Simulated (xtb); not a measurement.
# C6H9Sb (Sb(vinyl)3) at GFN2-xTB

Aim: a structure relaxation of C6H9Sb (Sb(vinyl)3). 

Program for the calculation: xtb 6.7.1.

**1. The system as given**

The species is C6H9Sb (16 atoms), meant as a singlet with charge 0. SMILES: `C=[CH][Sb]([CH]=C)[CH]=C`. All atoms were displaced at random from a relaxed shape. The run starts from this shape.

Bond lengths: Sb1–C2 2.103 Å, C2–C3 1.309 Å, Sb1–C7 2.124 Å, C7–C8 1.349 Å, Sb1–C12 2.076 Å, C12–C13 1.297 Å, C2–H4 1.026 Å, C3–H5 1.128 Å, C3–H6 1.036 Å, C7–H9 0.999 Å, C8–H10 1.047 Å, C8–H11 1.169 Å, C12–H14 1.155 Å, C13–H15 1.084 Å, C13–H16 1.037 Å. Some angles: Sb1–C2–C3 125.8°, C2–Sb1–C7 89.7°, C2–Sb1–C12 93.6°, C7–Sb1–C12 90.2°, Sb1–C7–C8 123.7°, Sb1–C12–C13 130.4°, Sb1–C2–H4 115.2°, C3–C2–H4 119.0°, C2–C3–H5 119.9°, C2–C3–H6 129.7°.

**2. A structure relaxation at GFN2-xTB**

Input file input.inp:

```
$chrg 0
$spin 0
$opt
   engine=lbfgs
$end
```

Input file coord:

```
$coord
      0.036547303250     -0.030764741309      1.848511197848  sb
      3.246209331405     -0.182887694341     -0.491290997880  c
      5.588033534086     -0.406045452398      0.276315753943  c
      2.888125128049     -0.065970339011     -2.393016883397  h
      6.017738357565     -0.520468369244      2.361193895459  h
      7.231849598114     -0.597625886913     -0.767984697048  h
     -1.448664047138      2.933591938608     -0.413415384284  c
     -2.494684148902      5.053637883303      0.540593952472  c
     -1.311205368833      2.580118666997     -2.261832095826  h
     -2.518834848775      5.518982941492      2.462747777396  h
     -3.200969287981      6.698020865169     -0.755493607364  h
     -1.945189586384     -2.664098095975     -0.278507836247  c
     -3.224099535747     -4.634024197330      0.421106569612  c
     -1.608421493714     -2.507099649541     -2.428883885243  h
     -3.596148815163     -4.827059720960      2.426710700199  h
     -4.080315545553     -5.966583471371     -0.732646818517  h
$end
```

Command:

```bash
$ xtb coord --input input.inp --opt normal > out.txt
```

Q: Predict the results. Wanted: total energy at the end; dipole moment; HOMO energy; LUMO energy; HOMO–LUMO gap; dispersion energy; mean polarisability.

Computed results:

Level: GFN2-xTB.

| quantity | value |
| --- | --- |
| total energy at the end | -19.49739 Eh |
| dipole moment | 0.10 D |
| HOMO energy | -9.97 eV |
| LUMO energy | -5.99 eV |
| HOMO–LUMO gap | 3.98 eV |
| dispersion energy | -31.41 kJ/mol |
| mean polarisability (D4 model) | 112.9 bohr³ |

**Reading.** At the final geometry: Bond lengths: Sb1–C2 2.151 Å, C2–C3 1.317 Å, Sb1–C7 2.152 Å, C7–C8 1.317 Å, Sb1–C12 2.151 Å, C12–C13 1.317 Å, C2–H4 1.084 Å, C3–H5 1.079 Å, C3–H6 1.081 Å, C7–H9 1.083 Å, C8–H10 1.079 Å, C8–H11 1.081 Å, C12–H14 1.084 Å, C13–H15 1.079 Å, C13–H16 1.081 Å. Some angles: Sb1–C2–C3 124.4°, C2–Sb1–C7 90.4°, C2–Sb1–C12 90.4°, C7–Sb1–C12 90.5°, Sb1–C7–C8 124.3°, Sb1–C12–C13 124.3°, Sb1–C2–H4 115.3°, C3–C2–H4 120.3°, C2–C3–H5 122.0°, C2–C3–H6 122.4°. The optimisation took 10 steps and changed the energy by -0.704 eV. Mulliken charges run from -0.10 on C2 to +0.23 on Sb1.
